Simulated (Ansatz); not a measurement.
Consider a comparison of norm-conserving and PAW potentials of CuSn, space group P6_3/mmc (Ansatz 0.2.0, Python API).

The script reads `POSCAR`:
```text
CuSn
1.0
   4.19000000    0.00000000    0.00000000
  -2.09500000    3.62864644    0.00000000
   0.00000000    0.00000000    5.08600000
Cu Sn
2 2
Direct
   0.00000000    0.00000000    0.00000000
   0.00000000    0.00000000    0.50000000
   0.33333333    0.66666667    0.25000000
   0.66666667    0.33333333    0.75000000
```

`nc_paw.py`:
```python
import ansatz as az
from ase.io import read
import numpy as np
import pandas as pd

config = {
    "functional": "LDA",
    "kgrid": (6, 6, 5),
    "occupations": "fermi_dirac",
}


def count_gap(report):
    # lowest empty less highest filled band, counting bands; zero where they overlap
    return max(report.get("gap_by_band_count_ev") or 0.0, 0.0)


def main() -> None:
    atoms = read("POSCAR", format="vasp")
    cell = az.Crystal.from_ase(atoms)

    calc = cell.calculation()
    calc = calc.functional(config["functional"])
    calc = calc.kpoints(*config["kgrid"])
    calc = calc.occupations(config["occupations"], width=150 * az.meV)
    calc = calc.stress()
    calc = calc.forces()
    calc = calc.band_table()
    variants = {
        "PAW": calc.pseudopotentials("paw"),
        "norm-conserving": calc.pseudopotentials("nc"),
    }
    rows = []
    for label, variant in variants.items():
        data = variant.run(threads=1).report
        levels = np.array(data["eigenvalues_ev"][0]) - data["fermi_energy_ev"]
        print(label, "levels at the first k-point near E_F:", np.round(levels[np.abs(levels) < 5], 3))
        rows.append((label, data["n_electrons"], np.trace(data["stress_gpa"]) / 3, float(np.abs(data["forces_ev_ang"]).max()), count_gap(data)))
    print(pd.DataFrame(rows, columns=["treatment", "electrons in bands", "P GPa", "max force component eV/A", "gap by band count eV"]).round(4).to_string(index=False))


if __name__ == "__main__":
    main()
```

How well do the two treatments of the cores agree on the pressure?

PAW gives -7.084 GPa and norm-conserving -7.152 GPa, 0.07 GPa apart. They took 3.1 and 11.2 s of processor time.

The run itself:

```console
$ python nc_paw.py
DeckWarning: basis.ecutwfc = 420 eV, auto-derived from the records' recommended cutoffs: set by Cu (normal level)
PAW levels at the first k-point near E_F: [-4.844 -4.185 -4.145 -4.145 -3.585 -3.585 -3.198 -3.198 -2.684 -2.684
 -1.254  1.154  1.154  2.28   2.28   3.392  3.634]
DeckWarning: basis.ecutwfc = 1251.723767 eV, auto-derived from the records' recommended cutoffs: set by Cu (normal level)
norm-conserving levels at the first k-point near E_F: [-4.851 -4.167 -4.126 -4.126 -3.548 -3.548 -3.158 -3.158 -2.644 -2.644
 -1.223  1.133  1.133  2.294  2.294  3.379  3.628]
      treatment  electrons in bands   P GPa  max force component eV/A  gap by band count eV
            PAW                66.0 -7.0843                       0.0                   0.0
norm-conserving                66.0 -7.1524                       0.0                   0.0
```
(Warnings from the package without file and line.)

Reading the output:
- The computed bands are complete only to about 5.6 eV above the Fermi level.
- For a metal this k-point mesh is coarse: on a finer one energies can move by several to tens of meV an atom and pressures by half a GPa or more, differences at one mesh by less.
- The smearing is wide enough that free energy and stress hold a thermal part of the electrons.
- A gap by band count of zero or less means overlapping bands, a metal.
- At these settings the cell as given stands under about -7 GPa, so it isn't at this functional's equilibrium volume.
- The structure is a deposited one; some such entries were measured under pressure or heat, so a shift against it needn't be the functional's error alone.
- Gaps and levels are Kohn-Sham values on a finite set of k-points, without spin-orbit coupling.
- Stress is positive in compression.
- Run time: 15 s on 1 thread of Arm Neoverse V2, with other jobs on the host, peak memory 0.66 GiB.

(Lines on the test bed's own set-up are left out of the output.)
